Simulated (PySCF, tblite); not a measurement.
**C2H5F4PSi+ (doublet): geometry, infrared bands and EPR parameters**

Wanted: the infrared bands and EPR parameters of C2H5F4PSi+ (doublet) (`FC[Si@H]([PH2+])C(F)(F)F`), by calculation.

Computed with tblite 0.8.0 and PySCF 2.14.0, with density-fitted response routines of our own, on a single molecule in the gas phase. Atoms are numbered from 0 throughout.

**1. Starting geometry**

13 atoms, charge 1, multiplicity 2; geometry from: force field or distance geometry start.

Bonds of the start (Å): F0–C1 1.36, C1–Si2 1.83, Si2–P3 2.27, Si2–C4 1.83, C4–F5 1.36, C4–F6 1.36, C4–F7 1.35, C1–H8 1.10, C1–H9 1.10, Si2–H10 1.50, P3–H11 1.41, P3–H12 1.40.

**2. Geometry optimisation with GFN2-xTB**

What the job is given:

```
{"job": {"kind": "relax", "xc": "GFN2-xTB", "basis": "xTB"}, "charge": 1, "multiplicity": 2}
F      2.459900     0.861800    -0.472500
C      1.628800    -0.034600     0.129500
Si    -0.004700    -0.040300    -0.686300
P     -0.909400     2.034900    -0.543100
C     -1.065400    -1.310600     0.083500
F     -0.529100    -2.546500    -0.066200
F     -2.303200    -1.350200    -0.474200
F     -1.214000    -1.094900     1.411400
H      1.572700     0.232600     1.196900
H      2.116000    -1.017400     0.076000
H      0.150400    -0.255900    -2.161100
H     -1.912500     1.850700    -1.518100
H      0.006100     2.670900    -1.386500
```

Command:

```console
$ OMP_NUM_THREADS=1 python probes_run.py task.json out
```

This one command runs all jobs of the session in turn.

Output:

```text
step      E/eV     max force
  0    -801.79512    3.334
  1    -802.00039    0.913
  2    -802.03833    0.535
  3    -802.08128    0.649
  4    -802.11494    0.627
  5    -802.14627    0.588
  6    -802.17184    0.474
  7    -802.19637    0.490
  8    -802.21577    0.522
  9    -802.23516    0.382
 10    -802.25341    0.309
 11    -802.26700    0.391
 12    -802.28087    0.403
 13    -802.29367    0.269
 14    -802.30213    0.227
 15    -802.30879    0.233
 16    -802.31418    0.303
 17    -802.31919    0.259
 18    -802.32420    0.193
 19    -802.32831    0.222
 20    -802.33164    0.205
 21    -802.33435    0.121
 22    -802.33692    0.141
 23    -802.34013    0.180
 24    -802.34439    0.266
 25    -802.34946    0.272
 26    -802.35465    0.212
 27    -802.35895    0.212
 28    -802.36376    0.267
 29    -802.37105    0.412
 30    -802.37994    0.403
 31    -802.38600    0.229
 32    -802.39061    0.212
 33    -802.39424    0.234
 34    -802.39982    0.311
 35    -802.40572    0.242
 36    -802.40899    0.149
 37    -802.41072    0.119
 38    -802.41206    0.134
 39    -802.41409    0.184
 40    -802.41713    0.207
 41    -802.42032    0.172
 42    -802.42282    0.172
 43    -802.42449    0.115
 44    -802.42645    0.094
 45    -802.42750    0.102
 46    -802.42984    0.115
 47    -802.43205    0.113
 48    -802.43490    0.130
 49    -802.43747    0.113
 50    -802.43950    0.096
 51    -802.44096    0.115
 52    -802.44227    0.117
 53    -802.44364    0.105
 54    -802.44529    0.133
 55    -802.44708    0.155
 56    -802.44930    0.141
 57    -802.45278    0.145
 58    -802.45788    0.159
 59    -802.46401    0.130
 60    -802.46688    0.108
 61    -802.46382    0.404
 62    -802.46853    0.098
 63    -802.46901    0.076
 64    -802.47041    0.077
 65    -802.47088    0.063
 66    -802.47131    0.045
 67    -802.47155    0.050
 68    -802.47186    0.067
 69    -802.47228    0.077
 70    -802.47292    0.085
 71    -802.47360    0.087
 72    -802.47421    0.076
 73    -802.47481    0.063
 74    -802.47558    0.082
 75    -802.47640    0.082
 76    -802.47700    0.048
 77    -802.47731    0.047
 78    -802.47745    0.085
 79    -802.47775    0.056
 80    -802.47816    0.047
 81    -802.47894    0.054
 82    -802.47987    0.073
 83    -802.48099    0.089
 84    -802.48208    0.095
 85    -802.48299    0.094
 86    -802.48360    0.099
 87    -802.48413    0.049
 88    -802.48440    0.037
 89    -802.48451    0.034
 90    -802.48465    0.036
 91    -802.48496    0.042
 92    -802.48535    0.050
 93    -802.48577    0.052
 94    -802.48620    0.043
 95    -802.48663    0.063
 96    -802.48705    0.069
 97    -802.48746    0.054
 98    -802.48775    0.039
 99    -802.48794    0.030
100    -802.48810    0.030
101    -802.48824    0.028
102    -802.48831    0.078
103    -802.48847    0.040
104    -802.48862    0.029
105    -802.48917    0.053
106    -802.48972    0.076
107    -802.49073    0.089
108    -802.49149    0.074
109    -802.49194    0.066
110    -802.49205    0.036
111    -802.49218    0.028
112    -802.49226    0.031
113    -802.49242    0.040
114    -802.49271    0.049
115    -802.49307    0.045
116    -802.49337    0.026
117    -802.49345    0.033
118    -802.49347    0.044
119    -802.49355    0.020
120    -802.49359    0.016
121    -802.49372    0.024
122    -802.49389    0.035
123    -802.49417    0.032
124    -802.49450    0.041
125    -802.49479    0.040
126    -802.49496    0.030
127    -802.49506    0.031
128    -802.49512    0.021
129    -802.49518    0.022
130    -802.49522    0.020
131    -802.49529    0.017
132    -802.49536    0.024
133    -802.49549    0.035
134    -802.49562    0.031
135    -802.49571    0.022
136    -802.49576    0.013
137    -802.49579    0.015
138    -802.49581    0.018
139    -802.49584    0.022
140    -802.49587    0.019
141    -802.49591    0.014
142    -802.49594    0.010
143    -802.49597    0.009
```

Run time: 0.86 s. Hardware: 1 thread of Arm Neoverse V2, shared host.

Relaxation path: (not every step is listed)

```
step  energy from step 0 (eV)  largest force (eV/Å)
   0                   0.0000                3.3343
   1                  -0.2053                0.9126
   2                  -0.2432                0.5346
   3                  -0.2862                0.6488
   4                  -0.3198                0.6268
   5                  -0.3511                0.5878
   6                  -0.3767                0.4738
   7                  -0.4013                0.4901
   8                  -0.4207                0.5216
  21                  -0.5392                0.1207
  34                  -0.6047                0.3113
  47                  -0.6369                0.1126
  60                  -0.6718                0.1078
  73                  -0.6797                0.0625
  86                  -0.6885                0.0988
  99                  -0.6928                0.0298
 112                  -0.6971                0.0310
 125                  -0.6997                0.0403
 138                  -0.7007                0.0180
 139                  -0.7007                0.0218
 140                  -0.7007                0.0187
 141                  -0.7008                0.0138
 142                  -0.7008                0.0104
 143                  -0.7009                0.0088
```

Distances of close pairs at the start and the end, largest changes first:

```
   bond  before (Å)  after (Å)  change (Å)
 Si2–C4       1.825      1.971      +0.146
 C1–Si2       1.826      1.927      +0.102
 Si2–P3       2.268      2.328      +0.060
Si2–H10       1.499      1.462      -0.036
  C4–F5       1.356      1.326      -0.029
 P3–H11       1.411      1.386      -0.025
  C4–F7       1.353      1.331      -0.023
  F0–C1       1.363      1.385      +0.022
```

The next job starts from the end point, and lists it.

**3. Harmonic vibrations with GFN2-xTB**

What the job is given:

```
{"job": {"kind": "ir", "xc": "GFN2-xTB", "basis": "xTB"}, "charge": 1, "multiplicity": 2}
F      1.858438     1.450055     0.009538
C      1.773310     0.079205     0.184841
Si     0.264423    -0.452334    -0.890311
P     -0.721889     1.655099    -0.968939
C     -1.196623    -1.320799     0.107573
F     -1.563797    -2.471739    -0.439657
F     -2.273938    -0.493964     0.073182
F     -0.906486    -1.529698     1.389414
H      1.655835    -0.096894     1.260854
H      2.725159    -0.345558    -0.141960
H      0.431036    -1.088702    -2.196316
H     -2.023661     1.841271    -1.407065
H     -0.026195     2.774545    -1.391840
```

Output:

```text
mode    cm-1     km/mol
  1      24.4      0.99
  2      52.8     15.82
  3     102.3     11.82
  4     121.8     12.05
  5     142.2      7.96
  6     183.7      9.68
  7     227.1      0.37
  8     239.1      2.15
  9     276.1     29.53
 10     305.5     76.60
 11     352.4     10.26
 12     372.0      5.13
 13     410.5     49.79
 14     445.1     80.82
 15     453.7     16.23
 16     478.6    122.70
 17     593.9    101.34
 18     649.7      8.53
 19     705.3     30.61
 20     758.5     58.46
 21     901.1     18.85
 22     990.5     98.21
 23     999.0    121.40
 24    1093.6    177.63
 25    1116.8    188.75
 26    1146.2      8.65
 27    1230.1      4.81
 28    1385.7     19.77
 29    2269.2     66.79
 30    2341.3     16.93
 31    2410.2      0.91
 32    2918.6     19.34
 33    2965.9     10.52
```

Run time: 0.39 s. Hardware: 1 thread of Arm Neoverse V2, shared host.

The strongest bands and the atoms that carry them (share of the mass-weighted mode):

```
cm⁻¹  km/mol                                atoms
 306    76.6          F0 30 %, Si2 25 %, H12 10 %
 445    80.8  H10 26 %, F5 26 %, F7 20 %, F6 17 %
 479   122.7          H10 50 %, Si2 12 %, F6 11 %
 594   101.3                             H10 77 %
 990    98.2            C4 54 %, F6 21 %, C1 11 %
 999   121.4            C1 41 %, F0 32 %, C4 14 %
1094   177.6                     C4 70 %, F7 25 %
1117   188.8                     C4 68 %, F5 25 %
```

**4. EPR parameters: B3LYP/pcH-1**

The job, as its differences from that of step 3:

```diff
@@ -1,2 +1,2 @@
-{"job": {"kind": "ir", "xc": "GFN2-xTB", "basis": "xTB"}, "charge": 1, "multiplicity": 2}
+{"job": {"kind": "epr", "basis": "pcH-1"}, "charge": 1, "multiplicity": 2}
 F      1.858438     1.450055     0.009538
```

Level: UKS B3LYP, pcH-1 on C F H P Si, non-relativistic, mean-field spin-orbit, GIAO.

Output:

```text
UKS, coarse grid
  cycle   1  E = -1108.95209990  |g| = 7.43e-01
  cycle   2  E = -1108.61557454  |g| = 1.29e+00
  cycle   3  E = -1109.12998352  |g| = 1.19e-01
  cycle   4  E = -1109.13324057  |g| = 6.63e-02
  cycle   5  E = -1109.13444022  |g| = 1.30e-02
  cycle   6  E = -1109.13449708  |g| = 3.67e-03
  cycle   7  E = -1109.13450364  |g| = 1.32e-03
  cycle   8  E = -1109.13450440  |g| = 4.66e-04
UKS, final grid
  cycle   1  E = -1109.13455369  |g| = 5.09e-04
  cycle   2  E = -1109.13455363  |g| = 6.39e-04
  cycle   3  E = -1109.13455382  |g| = 6.82e-05
  cycle   4  E = -1109.13455382  |g| = 2.26e-05
E = -1109.13455382 Eh   <S^2> = 0.7534 (exact 0.7500)
g shifts (ppm)      1          2          3
  rmc          -183       -183       -183
  gc             -1         46         46
  oz_so         657       5873      10802
  total         474       5737      10666
hyperfine (MHz)  atom isotope    a_iso     a_fc   dipolar eigenvalues
    0   19F      15.46      15.17    -18.30    -13.80     32.10
    1   13C       0.34       0.34     -0.62     -0.36      0.99
    2  29Si       7.87       7.96     -4.05      0.58      3.46
    3   31P     713.31     716.13   -326.07   -323.52    649.60
    4   13C      -0.20      -0.20     -0.63     -0.42      1.06
    5   19F      -0.94      -0.96     -2.08      0.46      1.62
    6   19F      12.29      12.17    -12.07     -7.59     19.66
    7   19F      -2.11      -2.13     -2.65      0.07      2.58
    8    1H      -0.96      -0.96     -1.60     -1.45      3.05
    9    1H      -1.20      -1.21     -1.11     -0.94      2.05
   10    1H      62.19      62.18     -2.55     -0.08      2.63
   11    1H     -19.94     -20.03    -16.53      1.44     15.10
   12    1H     -23.11     -23.20    -16.51      1.45     15.05
```

It took 95 s on 1 thread of Arm Neoverse V2, shared host; peak memory 1 GiB.

Principal g values 2.00279, 2.00806, 2.01299; g(iso) = 2.00794, against 2.00232 for a free electron.

Hyperfine couplings; where a row names several nuclei, a(iso) is their mean (it holds for fast rotation or exchange) and the dipolar term the largest among them:

```
    nuclei  isotope  a(iso) (MHz)  a(iso) (G, at g = 2.0023)  largest dipolar term (MHz)
        P3      31P         713.3                      254.5                       649.6
       H10       1H          62.2                       22.2                         2.6
  H11, H12       1H         -21.5                       -7.7                       -16.5
        F0      19F          15.5                        5.5                        32.1
       Si2     29Si           7.9                        2.8                        -4.0
F5, F6, F7      19F           3.1                        1.1                        19.7
        H9       1H          -1.2                       -0.4                         2.0
        H8       1H          -1.0                       -0.3                         3.1
        C1      13C           0.3                        0.1                         1.0
        C4      13C          -0.2                       -0.1                         1.1
```

Mulliken spin populations:

F0 0.01; C1 0.00; Si2 -0.01; P3 1.02; C4 0.00; F5 0.00; F6 0.00; F7 0.00; H8 0.00; H9 0.00; H10 0.03; H11 -0.02; H12 -0.02

In first order the couplings over 0.8 MHz of 31P, 1H, 19F give 384 distinct lines over 301.6 G, if the averaged nuclei exchange fast.

Orbitals, density, ELF and potential are computed afterwards from the orbital file.

ELF in a plane through or near 6 of the atoms.

Ten even steps from '0' (0.00) to '9' (1.00):
```
0000000000000000000000000000
0000000000000000000000000000
0000000000000000000000000000
0000000000000000000000000000
0000000000000000002220000000
0000000000000000048985100000
0000145300000012379995100000
0001478743344368624730000000
0001477742798139954443200000
0000111233896015525787510000
0000000243244344205786300000
0000024675104998610231000000
0000001342014421363000000000
0000000000178431599970000000
0000000001999975899992000000
0000000004999962499960000000
0000000000589610012100000000
0000000000000000000000000000
0000000000000000000000000000
0000000000000000000000000000
```
The map spans 10.6 Å across and 11.0 Å up, centred on the molecule. Atoms in the plane (x, y in Å): F0 (2.3, 0.1), C1 (1.5, 1.1), P3 (0.4, -1.9), C4 (-1.8, 0.5), H11 (-0.6, -2.9), H12 (1.6, -2.5).

log10 of the density (e/Å³) in the same plane.

Ten even steps from '0' (-4.0) to '9' (0.8):
```
0000000000000000000000000000
0000000000000000000000000000
0000000000000000000000000000
0000000000000001112210000000
0000001111111122344432200000
0000234444433334566654310000
0003466666555556788875421000
0014678887776677899875421000
0024678989887778888876541000
0003566788887877778997642000
0002456777777777667887642000
0001356777666787766665420000
0000245566567898776543200000
0000012344567899887653200000
0000000134578877787653200000
0000000123567766665542100000
0000000012345544443321000000
0000000001122222221100000000
0000000000000000000000000000
0000000000000000000000000000
```
The map spans 10.6 Å across and 11.0 Å up, centred on the molecule. Atoms in the plane (x, y in Å): F0 (2.3, 0.1), C1 (1.5, 1.1), P3 (0.4, -1.9), C4 (-1.8, 0.5), H11 (-0.6, -2.9), H12 (1.6, -2.5).

On the surface of density 0.002 e/bohr³ the electrostatic potential runs, from the 1st to the 99th percentile, from 2.64 V near F5 to 6.86 V near Si2.

The spin density lies nearest to P3 75 %; H11, H12 about 7 % each.

**5. What came out**

| quantity | value |
| --- | --- |
| strongest single infrared mode (GFN2-xTB) | 1117 cm⁻¹, 189 km/mol |
| zero-point energy (GFN2-xTB) | 41.0 kcal/mol |
| g(iso) (B3LYP) | 2.00794 |
| ⟨S²⟩ | 0.753 (exact 0.75) |
| largest a(iso) (averaged by class) | 31P on P3, 713.3 MHz |

The optimisation took 143 steps and gained 0.701 eV; among the close pairs (by a distance rule), Si2–C4 changed most, from 1.825 to 1.971 Å. No mode is imaginary among the 33: a minimum at this level. The strongest single mode, at 1117 cm⁻¹, moves mainly C4. GFN2-xTB is a fitted tight-binding method: band positions and strengths are rough. Its intensities can rank the bands wrongly. Most of the unpaired spin sits on P3 (1.02 e). The isotropic g lies 5.6 ppt above the free-electron value.
